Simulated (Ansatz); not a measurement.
C3H7B, SMILES CB1CC1: an atomisation energy, run with Ansatz's Python interface.

`tae_c3h7b.py`:
```python
"""Energy to split C3H7B into its atoms."""

from collections import Counter

import ansatz as az


def energy(molecule, charge=0, unpaired=0):
    calc = (
        molecule.calculation()
        .basis(gaussian="def2-TZVPP")
        .functional("b3lyp")
    )
    if charge:
        calc = calc.charge(charge)
    if unpaired:
        calc = calc.spin("collinear", total=unpaired)
    report = calc.run(threads=1, backend="cpu").report
    if report["published_state_doubts"]:
        print("  doubts:", report["published_state_doubts"])
    return report["free_energy_ev"]

geometry_ang = [
    ("C", [-0.7973, 1.4218, -0.5273]),
    ("B", [-0.1027, 0.1514, -0.0626]),
    ("C", [0.2534, -0.955, 1.0265]),
    ("C", [0.9427, -1.1015, -0.303]),
    ("H", [-1.5239, 1.2119, -1.3973]),
    ("H", [-1.4347, 1.8994, 0.3023]),
    ("H", [-0.0719, 2.2169, -0.871]),
    ("H", [-0.5168, -1.6209, 1.2776]),
    ("H", [0.9758, -0.5556, 1.8664]),
    ("H", [1.9401, -0.8295, -0.3743]),
    ("H", [0.4006, -1.8959, -0.9167]),
]
molecule = az.Crystal.molecule()
for symbol, xyz in geometry_ang:
    molecule = molecule.atom(symbol, xyz)

# Hund ground states
unpaired = {"C": 2, "B": 1, "H": 1}
counts = Counter(site.symbol for site in molecule.cartesian_sites)
atom_energy = {s: energy(az.Crystal.molecule().atom(s, (0, 0, 0)), 0, unpaired[s]) for s in counts}
whole = energy(molecule, 0, 0)
for s, e in atom_energy.items():
    print(f"{s:2s} x{counts[s]}  {e:14.5f} eV")
print(f"C3H7B: {whole:.5f} eV")
split = sum(counts[s] * e for s, e in atom_energy.items()) - whole
print(f"atomisation energy (no zero-point term): {split:.3f} eV, {split / sum(counts.values()):.3f} eV an atom")
```

What does it cost to take this molecule apart into atoms?

43.980 eV from the electronic energies, without the zero-point term.

The output:

```console
$ python tae_c3h7b.py
C  x3     -1030.20887 eV
B  x1      -671.13944 eV
H  x7       -13.66431 eV
C3H7B: -3901.39616 eV
atomisation energy (no zero-point term): 43.980 eV, 3.998 eV an atom
```

What to keep in mind:
- Total energies depend on the basis set; only differences at equal settings carry meaning.
- The geometry is a force-field or estimated start, not a minimum of this method, and the basis set is short of its limit. All parts are taken at fixed geometry, without zero-point energy.
- b3lyp holds the VWN-RPA fit, as in Gaussian; the form of ORCA and Turbomole is b3lyp5.
- Finished in 5.9 s on 1 thread of Arm Neoverse V2, on a shared host, peak memory 0.38 GiB.

(Lines on the test bed's own set-up are left out of the output.)
